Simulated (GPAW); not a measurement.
Wanted: an ASE script for a GPAW 26.7.0 run.

| Item | Value |
| --- | --- |
| Task | band structure |
| Functional | PBEsol |
| Potentials or basis | PAW data sets generated in the run's folder for this functional |
| Cutoff | 800 eV |
| Basis | pw |
| k mesh | 6 × 6 × 2 |
| Occupations | fermi-dirac, width 0.05 eV |
| Spin | no spin polarisation |
| Ranks | 4 |
| Maxiter | 150 |
| Band path | GMKGALHA,LM,KH |
| Band points | 80 |

Slab: InO, a slab with vacuum.

```
CELL_PARAMETERS angstrom
3.45361 0.00000 0.00000
-1.72681 2.99092 0.00000
0.00000 0.00000 15.87710
ATOMIC_POSITIONS crystal
In 0.66667 0.33333 0.40998
In 0.66667 0.33333 0.59002
O 0.00000 0.00000 0.36013
O 0.00000 0.00000 0.63987
```

One way to write it, as run:

run.py

```python
from ase import Atoms
from ase.dft.bandgap import bandgap
from ase.io import write
from ase.units import GPa
from ase.parallel import parprint
from gpaw import GPAW, PW, setup_paths

setup_paths.insert(0, '.')

atoms = Atoms(['In', 'In', 'O', 'O'],
              cell=[[3.4536138013, 0.0, 0.0],
                    [-1.7268069007, 2.9909172868, 0.0],
                    [0.0, 0.0, 15.8771]],
              scaled_positions=[[0.6666666667, 0.3333333333, 0.409979],
                                [0.6666666667, 0.3333333333, 0.590021],
                                [0.0, 0.0, 0.360133],
                                [0.0, 0.0, 0.639867]],
              pbc=True)

calc = GPAW(mode=PW(800),
            xc='PBEsol',
            kpts={'size': (6, 6, 2), 'gamma': True},
            occupations={'name': 'fermi-dirac', 'width': 0.05},
            nbands=32,
            convergence={'density': 1e-05, 'energy': 1e-05},
            maxiter=150,
            txt='gpaw.txt')
atoms.calc = calc
energy = atoms.get_potential_energy()
forces = atoms.get_forces()
stress = atoms.get_stress()
calc.write('gs.gpw')
write('result.traj', atoms)
parprint(f'Energy: {energy:.6f} eV')
parprint('Forces (eV/A):')
parprint(forces.round(4))
parprint('Stress (GPa):', (stress / GPa).round(3))
parprint('Fermi level:', round(calc.get_fermi_level(), 4), 'eV')
parprint(f'Gap: {bandgap(calc)[0]:.4f} eV, direct: {bandgap(calc, direct=True)[0]:.4f} eV')

path = atoms.cell.bandpath('GMKGALHA,LM,KH', npoints=80, eps=1e-4)
bs_calc = calc.fixed_density(kpts=path, symmetry='off', nbands=58,
                             convergence={'bands': 'CBM+6.0', 'eigenstates': 1e-6}, txt='bands.txt')
bs = bs_calc.band_structure()
bs.write('bs.json')
parprint(f'Gap on the path: {bandgap(bs_calc)[0]:.4f} eV')
```

Potentials or basis: PAW data sets generated in the run's folder for this functional, pw.

The run is started by

```sh
$ gpaw-setup -f PBEsol In O
$ OMP_NUM_THREADS=1 mpirun -n 4 gpaw python run.py
```

Results of the run:

```json
{
  "Largest force": "0.311 eV/Å",
  "Band gap on the k mesh": "0.33 eV, indirect (least direct gap 1.06 eV)",
  "Band gap along the path": "0.33 eV, indirect (least direct gap 1.06 eV)"
}
```

Caveat: these data sets are soft for forces on short bonds; spin-orbit coupling is left out, which moves the levels of the heavy elements.

It took 110 s on 4 MPI ranks on AMD EPYC 7R43 64-Core Processor (Zen 3), on a shared host, peak memory 0.53 GiB a rank.
